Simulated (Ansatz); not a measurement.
# SeO (triplet): up Jacob's ladder to CCSD(T)

The task here is to estimate one member of a computed series from the others.

Program: Ansatz 0.2.0, Gaussian basis. Level of theory: functionals in def2-TZVPP, the program's frozen cores in correlated methods. These are calculated values, not measurements.

Levels to be run: LDA (SPW92), PBE-D4, revPBE-D4, BLYP-D4, r2SCAN-D4, B97M-V, PBE0-D4, B3LYP-D4, r2SCANh-D4, r2SCAN0-D4, HSE06-D4, BHLYP-D4, CAM-B3LYP-D4, LC-ωPBE, ωB97X-V, ωB97M-V, B2PLYP, PBE-QIDH; CCSD(T)/def2-SVP; CCSD(T)/def2-TZVPP; CCSD(T)/def2-QZVPP; extrapolation to the limit; RPA on PBE.

### Structure used throughout

An earlier PBE0-D4 in a triple-zeta def2 set relaxation fixed the geometry.

SMILES `O=[Se]`, 2 atoms, charge 0, spin multiplicity 3.

Atoms are counted from 1 here; the program's logs count them from 0.

Bond lengths: O1–Se2 1.633 Å.

Set-up of the first run:

The input, in.yaml:

```yaml
crystal:
  periodic: [false, false, false]
  atoms:
    - {symbol: O, position_ang: [-0.000000, -0.000000, -0.014321]}
    - {symbol: Se, position_ang: [0.000000, 0.000000, 1.618531]}
basis:
  gaussian: {orbitals: def2-TZVPP}
magnetization: {spin_polarized: true, initial_magnetization: 2}
hamiltonian: {xc: lda}
output: {orbitals: {seedname: orbitals}}
```

Started as:

```console
> ansatz run in.yaml --threads 4 --pin off --events-out ev --progress --plain --max-ram 10444MiB
```

Steps of the session up to this table: LDA; PBE-D4 (GGA); revPBE-D4 (GGA); BLYP-D4 (GGA); r2SCAN-D4 (meta-GGA); B97M-V (meta-GGA); PBE0-D4 (hybrid); B3LYP-D4 (hybrid); r2SCANh-D4 (hybrid); r2SCAN0-D4 (hybrid); HSE06-D4 (hybrid); BHLYP-D4 (hybrid); CAM-B3LYP-D4 (range-separated); LC-ωPBE (range-separated); ωB97X-V (range-separated); ωB97M-V (range-separated); B2PLYP (double hybrid); PBE-QIDH (double hybrid).

One of the session's tables, all rows but one given; the rest of the session is left out.

It belongs to the step «Frontier levels by functional». 

```
  functional  HOMO (eV)  LUMO (eV)  gap (eV)
 LDA (SPW92)          ?          ?         ?
      PBE-D4      -5.96      -4.42      1.54
   revPBE-D4      -5.92      -4.33      1.59
     BLYP-D4      -5.79      -4.39      1.39
   r2SCAN-D4      -6.43      -4.19      2.23
      B97M-V      -6.37      -4.20      2.16
     PBE0-D4      -7.47      -3.41      4.06
    B3LYP-D4      -7.14      -3.77      3.37
  r2SCANh-D4      -6.98      -3.80      3.18
  r2SCAN0-D4      -7.80      -3.22      4.58
    HSE06-D4      -7.07      -3.80      3.27
    BHLYP-D4      -8.77      -2.41      6.37
CAM-B3LYP-D4      -8.79      -2.34      6.45
     LC-ωPBE     -10.20      -1.05      9.16
     ωB97X-V      -9.75      -1.29      8.46
     ωB97M-V      -9.55      -1.33      8.22
```

Q: Estimate the row for LDA (SPW92) from the others.

**Answer.** HOMO (eV): -6.04; LUMO (eV): -4.78; gap (eV): 1.26. In the column «HOMO (eV)» it lies between B97M-V (-6.37) and PBE-D4 (-5.96).
